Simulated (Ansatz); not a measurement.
# Mg12Cu: the cost of one run

Method: DFT PBEsol, plane waves, PAW, scalar-relativistic, no spin polarisation, in Ansatz 0.2.0.

### Step 1. The structure to begin with

The cell holds 13 atoms (CuMg12): a = 6.420 Å, b = 9.630 Å, c = 5.213 Å, α = 90.00°, β = 90.00°, γ = 120.00°.

As a file:

```xyz
13
Lattice="6.4200 0.0000 0.0000 -4.8150 8.3398 0.0000 0.0000 0.0000 5.2130" Properties=species:S:1:pos:R:3 pbc="T T T"
Mg    0.0000    0.0000    0.0000
Mg    0.0000    1.8533    2.6065
Mg   -1.6050    2.7799    0.0000
Mg   -1.6050    4.6332    2.6065
Mg   -3.2100    5.5599    0.0000
Mg   -3.2100    7.4132    2.6065
Mg    3.2100    0.0000    0.0000
Mg    3.2100    1.8533    2.6065
Mg    1.6050    2.7799    0.0000
Mg    1.6050    4.6332    2.6065
Mg    0.0000    5.5599    0.0000
Mg    0.0000    7.4132    2.6065
Cu    1.5855    0.8786    3.8789
```

### Step 2. End point A

The input, input.yaml:

```yaml
crystal:
  lattice:
    - [6.42, 0.0, 0.0]
    - [-4.815, 8.339825, 0.0]
    - [0.0, 0.0, 5.21304]
  atoms:
    - { symbol: Mg, position: [0.0, 0.0, 0.0] }
    - { symbol: Mg, position: [0.1666667, 0.2222222, 0.5] }
    - { symbol: Mg, position: [0.0, 0.3333333, 0.0] }
    - { symbol: Mg, position: [0.1666667, 0.5555556, 0.5] }
    - { symbol: Mg, position: [0.0, 0.6666667, 0.0] }
    - { symbol: Mg, position: [0.1666667, 0.8888889, 0.5] }
    - { symbol: Mg, position: [0.5, 0.0, 0.0] }
    - { symbol: Mg, position: [0.6666667, 0.2222222, 0.5] }
    - { symbol: Mg, position: [0.5, 0.3333333, 0.0] }
    - { symbol: Mg, position: [0.6666667, 0.5555556, 0.5] }
    - { symbol: Mg, position: [0.5, 0.6666667, 0.0] }
    - { symbol: Mg, position: [0.6666667, 0.8888889, 0.5] }
    - { symbol: Cu, position: [0.325966, 0.1053451, 0.744075] }
basis:
  ecutwfc: 420.0
kpoints:
  mp_grid: { grid: [3, 2, 3] }
hamiltonian:
  xc: pbesol
scf:
  occupations: { method: gaussian, width: 0.1 }
  lower_state_search: "off"
relax:
  f_tol: 0.03
  max_steps: 60
  adjacent_minimum: "off"
```

The run is started by

```sh
ansatz run input.yaml --threads 2 --pin off --max-ram 5120MiB --backend cpu --events-out ev --progress --plain --runs-dir out
```

**Question.** How long does this run take on 2 threads of Arm Neoverse V2, shared host, and how much memory does it need?

About 35 s, with a peak of 0.64 GiB.
